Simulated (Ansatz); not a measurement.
Input of an Ansatz 0.2.0 run:

File input:

```
crystal:
  lattice:
    - [1.95495, -14.82973, 0.0]
    - [1.95495, 14.82973, 0.0]
    - [0.0, 0.0, 3.8859]
  atoms:
    - { symbol: Ta, position: [0.20437, 0.79563, 0.0] }
    - { symbol: Ta, position: [0.92451, 0.07549, 0.0] }
    - { symbol: Ta, position: [0.07549, 0.92451, 0.0] }
    - { symbol: Ta, position: [0.79563, 0.20437, 0.0] }
    - { symbol: Ni, position: [0.5, 0.5, 0.0], spin: 1.0 }
    - { symbol: O, position: [0.13987, 0.86013, 0.0] }
    - { symbol: O, position: [0.72107, 0.27893, 0.0] }
    - { symbol: O, position: [0.43645, 0.56355, 0.0] }
    - { symbol: O, position: [0.56355, 0.43645, 0.0] }
    - { symbol: O, position: [0.0, 0.0, 0.0] }
    - { symbol: O, position: [0.86013, 0.13987, 0.0] }
    - { symbol: O, position: [0.27893, 0.72107, 0.0] }
    - { symbol: O, position: [0.9279, 0.0721, 0.5] }
    - { symbol: O, position: [0.0721, 0.9279, 0.5] }
    - { symbol: O, position: [0.79436, 0.20564, 0.5] }
    - { symbol: O, position: [0.20564, 0.79436, 0.5] }
hamiltonian:
  xc: pbe
  pseudopotentials: { kind: paw, frozen_core: stored }
magnetization:
  spin_polarized: true
kpoints:
  mp_grid: { grid: [7, 7, 7] }
scf:
  occupations: { method: fermi_dirac, width: 0.05 }
output:
  forces: true
  stress: true
  eigenvalues: true
  efg: {}
  write_density: true
  write_potential: true
  elf: true
  volumetric_format: npy
```

(1) Predict the pressure.

(2) What does it give for the band gap on the k mesh?

(3) Predict the absolute moment.

(4) Predict the net moment.

## Answers

(1) 0.1 GPa.

(2) none (metal or under the smearing width).

(3) 0.90 μB per cell.

(4) 0.85 μB per cell.

Caveat: the pressure holds a Pulay correction of +0.6 GPa for the finite cutoff; a cell with one magnetic atom can't hold antiferromagnetic order, which such compounds often take; semilocal functionals often make such compounds metallic where correlation or magnetic order opens a gap, which also shifts bond lengths.
